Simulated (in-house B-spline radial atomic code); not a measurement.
**La³⁺: numerical settings, good and bad**

Which of these inputs for La³⁺ still give the converged answer?

Method: Dirac-Hartree-Fock, average of configuration, Fermi nucleus, basis-set limit. Code: in-house B-spline radial atomic code version 1.

## Step 1: Starting point

* element: lanthanum (Z = 57)
* charge: +3
* electrons: 54
* configuration: [Kr] 4d10 5s2 5p6
* Hamiltonian: Dirac-Coulomb
* nucleus: Fermi, rms radius 4.855 fm

Outer shells as boxes (Hund's rule):

[Kr] 4d10 5s2 5p6
```
[Kr] core
4d [↑↓][↑↓][↑↓][↑↓][↑↓]
5s [↑↓]
5p [↑↓][↑↓][↑↓]
```

A run counts as converged when the orbital gradient is under the tolerance times 57 hartree (or under the basis's noise floor) and the energy moved by less than 1e-8 hartree times the root of its size. Energy differences under 3e-05 hartree are noise.

The run's settings:

```ini
Z = 57
electrons = 54.0
configuration = [Kr] 4d10 5s2 5p6
hamiltonian = dirac
method = hf
spin_polarised = False
nucleus = fermi
rms_radius = 4.855
mass_number = 139
atomic_mass = 138.906362927
speed_of_light = 137.035999084
knot_spacing = 0.22
spline_order = 8
gauss_points = 12
box_radius = 16.22
max_iterations = 70
damping = 0.5
damped_steps = 3
diis_vectors = 10
tolerance = 1e-08
start = Thomas-Fermi
```

This reference run was done before. Its total energy is -8492.443719 hartree, and its levels are (the highest eight at most):

```csv
orbital,occupation,energy (eV),<r> (bohr)
4s1/2,2,-325.76,0.6535
4p1/2,2,-264.57,0.6748
4p3/2,4,-246.83,0.6999
4d3/2,4,-144.36,0.7622
4d5/2,6,-141.25,0.7717
5s1/2,2,-71.718,1.560
5p1/2,2,-52.411,1.721
5p3/2,4,-49.583,1.786
```

## Step 2: Box radius 0.65; cap on iterations 60; damping (share of the old matrix) 0.8; number of damped steps 30; number of DIIS vectors 0

The run's settings:

```ini
Z = 57
electrons = 54.0
configuration = [Kr] 4d10 5s2 5p6
hamiltonian = dirac
method = hf
spin_polarised = False
nucleus = fermi
rms_radius = 4.855
mass_number = 139
atomic_mass = 138.906362927
speed_of_light = 137.035999084
knot_spacing = 0.22
spline_order = 8
gauss_points = 12
box_radius = 0.65
max_iterations = 60
damping = 0.8
damped_steps = 30
diis_vectors = 0
tolerance = 1e-08
start = Thomas-Fermi
```

On the command line:

```console
python run_scf.py task.json out
```

task.json lists these runs, among others, and the program works through them in turn.

## Step 3: Spline order 3; cap on iterations 100; convergence tolerance 0.001

The run's settings:

```ini
Z = 57
electrons = 54.0
configuration = [Kr] 4d10 5s2 5p6
hamiltonian = dirac
method = hf
spin_polarised = False
nucleus = fermi
rms_radius = 4.855
mass_number = 139
atomic_mass = 138.906362927
speed_of_light = 137.035999084
knot_spacing = 0.22
spline_order = 3
gauss_points = 12
box_radius = 16.22
max_iterations = 100
damping = 0.5
damped_steps = 3
diis_vectors = 10
tolerance = 0.001
start = Thomas-Fermi
```

## Step 4: Cap on iterations 100; number of damped steps 0; number of DIIS vectors 20

The settings differ from step 3 so:

```diff
@@ -12,3 +12,3 @@
 knot_spacing = 0.22
-spline_order = 3
+spline_order = 8
 gauss_points = 12
@@ -17,5 +17,5 @@
 damping = 0.5
-damped_steps = 3
-diis_vectors = 10
-tolerance = 0.001
+damped_steps = 0
+diis_vectors = 20
+tolerance = 1e-08
 start = Thomas-Fermi
```

## Step 5: Box radius 0.97; cap on iterations 60; damping (share of the old matrix) 0; number of damped steps 8; starting potential bare nucleus

The settings differ from step 4 so:

```diff
@@ -14,8 +14,8 @@
 gauss_points = 12
-box_radius = 16.22
-max_iterations = 100
-damping = 0.5
-damped_steps = 0
-diis_vectors = 20
+box_radius = 0.97
+max_iterations = 60
+damping = 0
+damped_steps = 8
+diis_vectors = 10
 tolerance = 1e-08
-start = Thomas-Fermi
+start = bare nucleus
```

## Step 6: Spline order 7; cap on iterations 100; starting potential bare nucleus

The settings differ from step 5 so:

```diff
@@ -12,8 +12,8 @@
 knot_spacing = 0.22
-spline_order = 8
+spline_order = 7
 gauss_points = 12
-box_radius = 0.97
-max_iterations = 60
-damping = 0
-damped_steps = 8
+box_radius = 16.22
+max_iterations = 100
+damping = 0.5
+damped_steps = 3
 diis_vectors = 10
```

Q: Which of these runs converge to the reference energy, which miss it and by about how much, and which fail?

As calculated:

| run | outcome | iterations | energy less the reference (hartree) |
| --- | --- | --- | --- |
| reference | converged | 10 | 0 |
| box radius 0.65; cap on iterations 60; damping (share of the old matrix) 0.8; number of damped steps 30; number of DIIS vectors 0 | converged | 53 | +1.31e+03 |
| spline order 3; cap on iterations 100; convergence tolerance 0.001 | converged | 8 | +0.289 |
| cap on iterations 100; number of damped steps 0; number of DIIS vectors 20 | converged | 8 | below noise |
| box radius 0.97; cap on iterations 60; damping (share of the old matrix) 0; number of damped steps 8; starting potential bare nucleus | converged | 11 | +311 |
| spline order 7; cap on iterations 100; starting potential bare nucleus | converged | 11 | below noise |

**Reading.** Of 5 changed inputs, 2 gave the reference energy within 3e-05 hartree and 3 converged to another value. The worst converged miss is +1.31e+03 hartree (box radius 0.65; cap on iterations 60; damping (share of the old matrix) 0.8; number of damped steps 30; number of DIIS vectors 0): that the iterations converge says nothing of the basis, the quadrature or the box.
